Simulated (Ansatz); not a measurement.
# C2H6AlBFN: a ladder of functionals and wavefunction methods

How much do the methods differ for C2H6AlBFN? The plan is to run it at one geometry with functionals of several rungs and with coupled cluster. The yardstick is the atomisation energy at the CCSD(T) limit.

The runs use Ansatz 0.2.0, Gaussian basis; functionals in def2-TZVPP, the program's frozen cores in correlated methods.

Levels to be run: LDA (SPW92), PBE-D4, revPBE-D4, BLYP-D4, r2SCAN-D4, B97M-V, PBE0-D4, B3LYP-D4, r2SCANh-D4, r2SCAN0-D4, HSE06-D4, BHLYP-D4, CAM-B3LYP-D4, LC-ωPBE, ωB97X-V, ωB97M-V, B2PLYP, PBE-QIDH; CCSD(T)/def2-SVP; CCSD(T)/def2-TZVPP; MP2/def2-QZVPP; extrapolation to the limit; RPA on PBE.

### 1 The relaxed structure

All runs share one geometry, relaxed beforehand with PBE0-D4 in a triple-zeta def2 set.

12 atoms, charge 0, spin multiplicity 1.

Atoms are counted from 1 here; the program's logs count them from 0.

Bond lengths: N1–C2 1.529 Å, N1–Al6 1.990 Å, N1–H7 1.017 Å, N1–H8 1.013 Å, C2–B3 1.605 Å, C2–Al6 1.915 Å, C2–H9 1.084 Å, B3–C4 1.490 Å, B3–H10 1.205 Å, C4–F5 1.365 Å, C4–Al6 2.082 Å, C4–H11 1.106 Å, Al6–H12 1.578 Å. Angles: C2–N1–Al6 64.4°, C2–N1–H7 115.3°, C2–N1–H8 112.9°, Al6–N1–H7 130.8°, Al6–N1–H8 115.6°, H7–N1–H8 109.2°, N1–C2–B3 100.0°, N1–C2–Al6 69.6°, N1–C2–H9 114.5°, B3–C2–Al6 82.2°, B3–C2–H9 123.1°, Al6–C2–H9 150.9°, C2–B3–C4 109.6°, C2–B3–H10 122.6°, C4–B3–H10 123.8° and more.

### 2 LDA

This LDA is Slater exchange with PW92 correlation.

Input file in.yaml:

```yaml
crystal:
  periodic: [false, false, false]
  atoms:
    - {symbol: N, position_ang: [-0.598306, -0.951899, 1.080388]}
    - {symbol: C, position_ang: [0.492996, 0.115191, 0.994514]}
    - {symbol: B, position_ang: [1.072797, -0.196172, -0.468981]}
    - {symbol: C, position_ang: [0.450447, 0.726443, -1.459989]}
    - {symbol: F, position_ang: [0.429513, 0.541699, -2.812018]}
    - {symbol: Al, position_ang: [-1.045681, 0.649157, -0.013605]}
    - {symbol: H, position_ang: [-0.313823, -1.887782, 0.802962]}
    - {symbol: H, position_ang: [-1.037385, -0.994619, 1.992559]}
    - {symbol: H, position_ang: [1.119924, 0.189216, 1.875137]}
    - {symbol: H, position_ang: [1.571450, -1.254566, -0.759336]}
    - {symbol: H, position_ang: [0.458908, 1.807767, -1.226565]}
    - {symbol: H, position_ang: [-2.523740, 1.200468, 0.028933]}
basis:
  gaussian: {orbitals: def2-TZVPP}
hamiltonian: {xc: lda}
output: {orbitals: {seedname: orbitals}}
```

Run with:

```
$ ansatz run in.yaml --threads 4 --pin off --events-out ev --progress --plain --max-ram 10444MiB
```

Further steps of the session: PBE-D4 (GGA); revPBE-D4 (GGA); BLYP-D4 (GGA); r2SCAN-D4 (meta-GGA); B97M-V (meta-GGA); B3LYP-D4 (hybrid); r2SCANh-D4 (hybrid); r2SCAN0-D4 (hybrid); HSE06-D4 (hybrid); BHLYP-D4 (hybrid); CAM-B3LYP-D4 (range-separated); LC-ωPBE (range-separated); ωB97X-V (range-separated); ωB97M-V (range-separated); B2PLYP (double hybrid); PBE-QIDH (double hybrid); CCSD(T) in def2-SVP; CCSD(T) in def2-TZVPP; MP2 in def2-QZVPP; RPA on PBE orbitals.

Q: Predict the results of all the runs planned. Wanted: atomisation energy, CCSD(T)/CBS; farthest beyond LDA; mean size of error, GGA; mean size of error, meta-GGA; mean size of error, hybrid; mean size of error, range-separated; mean size of error, double hybrid; gap, smallest and largest; T1 diagnostic.

**Answer**, as computed:

```
                               quantity                                      value
        atomisation energy, CCSD(T)/CBS                                  44.786 eV
    functionals within 0.224 eV (0.5 %)    BLYP-D4, B3LYP-D4, r2SCANh-D4, PBE-QIDH
                    farthest beyond LDA                         PBE-D4 (+1.523 eV)
                mean size of error, GGA                                   0.643 eV
           mean size of error, meta-GGA                                   0.491 eV
             mean size of error, hybrid                                   0.513 eV
    mean size of error, range-separated                                   0.392 eV
      mean size of error, double hybrid                                   0.198 eV
              gap, smallest and largest  3.66 eV (LDA (SPW92)), 10.66 eV (LC-ωPBE)
                          T1 diagnostic                                     0.0143
triples share of the correlation energy                                      4.0 %
```

LDA overbinds by 7.553 eV (17 %). PBE-D4 misses by +1.523 eV. Double hybrids carry the basis error of their MP2 part in triple zeta, and no dispersion term here, so their miss is partly the set-up's. By mean error the best rung here is double hybrid (0.198 eV) and the worst beyond LDA is GGA (0.643 eV). Misses under about 0.224 eV are within the doubt on the reference itself, which lacks core-valence correlation, relativity and higher excitations. Hartree-Fock recovers 71 % of the binding; the rest is correlation. CCSD(T) in def2-SVP is off by -2.418 eV, which most functionals beat. The gap grows from 3.7 to 10.7 eV across the functionals, mostly with the share of exact exchange.
